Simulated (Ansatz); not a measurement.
# GeAsH (triplet): wave-function methods side by side at a displaced geometry (v2), cc-pVDZ

An exercise on one series of results from a longer session: the logs are not shown, and one member is left open.

The runs use Ansatz 0.2.0, Gaussian basis; cc-pVDZ, core rule «outside noble gas», up to 28 orbitals frozen.

The runs, in order: UHF; CCSD(T) on ROHF; CCSD(T) on UHF; BCCD(T) on ROHF; CISD; CCSDT(Q) on ROHF; CCSDT(Q) on UHF; CASSCF and MRCISD+Q, 10 electrons in 9 orbitals; CASSCF and NEVPT2, 10 electrons in 9 orbitals.

25 further runs of the same task are left out: 9 that didn't finish, 16 set aside as unsound or not needed.

### What is computed

The geometry is a PBE0/def2-TZVP stationary point (not a proven minimum) with its atoms shifted at random (size 0.100 Å). No spin-orbit coupling is included. The filled d shell of Ge, As may be among the frozen orbitals whatever the setting's name suggests; the logs give the count.

3 atoms, charge 0, spin multiplicity 3.

Atoms are counted from 1 here; the program's logs count them from 0.

Bond lengths: Ge1–As2 2.451 Å, As2–H3 1.504 Å. Angles: Ge1–As2–H3 96.5°.

As a file:

```xyz
3

Ge    0.0844   -0.4672    1.6979
As   -0.0805   -0.5106   -0.7474
H    -0.0039    0.9778   -0.9506
```

Set-up of the first run:

Contents of in.yaml:

```yaml
crystal:
  periodic: [false, false, false]
  atoms:
    - {symbol: Ge, position_ang: [0.084376, -0.467178, 1.697930]}
    - {symbol: As, position_ang: [-0.080498, -0.510626, -0.747371]}
    - {symbol: H, position_ang: [-0.003878, 0.977804, -0.950559]}
basis:
  gaussian: {orbitals: cc-pVDZ}
magnetization: {spin_polarized: true, initial_magnetization: 2}
hamiltonian: {xc: hf}
output: {orbitals: {seedname: orbitals}}
```

On the command line:

```sh
$ ansatz run in.yaml --threads 1 --pin off --events-out ev --progress --plain --max-ram 2393MiB
```

Among the steps run: UHF; CCSD(T) on ROHF; CCSD(T) on UHF; BCCD(T) on ROHF; CISD; CCSDT(Q) on ROHF; CCSDT(Q) on UHF; CASSCF and MRCISD+Q, 10 electrons in 9 orbitals; CASSCF and NEVPT2, 10 electrons in 9 orbitals.

One table of the session follows, with a row left open; its other results are not shown here.

```
          method  from UCCSDT(Q) (meV)
            ROHF               +5151.9
             UHF               +4983.9
            RMP2                     ?
            UMP2               +1128.4
            CISD                +572.4
           RCCSD                +202.7
           UCCSD                +194.0
        RCCSD(T)                 +47.4
        UCCSD(T)                 +43.0
         BCCD(T)                 +47.7
          RCCSDT                 +14.9
          UCCSDT                  +9.7
       RCCSDT(Q)                  +5.7
       UCCSDT(Q)                     0
  CASSCF valence               +3755.1
  NEVPT2 valence                +876.3
  MRCISD valence                +293.8
MRCISD+Q valence                 +14.3
```

**Question.** Estimate the row for RMP2.

The run gave: from UCCSDT(Q) (meV): +1099.0. In the column «from UCCSDT(Q) (meV)» it lies between NEVPT2 valence (+876.3) and UMP2 (+1128.4).

To keep in mind: Restricted and unrestricted rows rest on different reference determinants; where their highest levels disagree by more than a few hundredths of an eV, they describe different states and don't form one ladder.
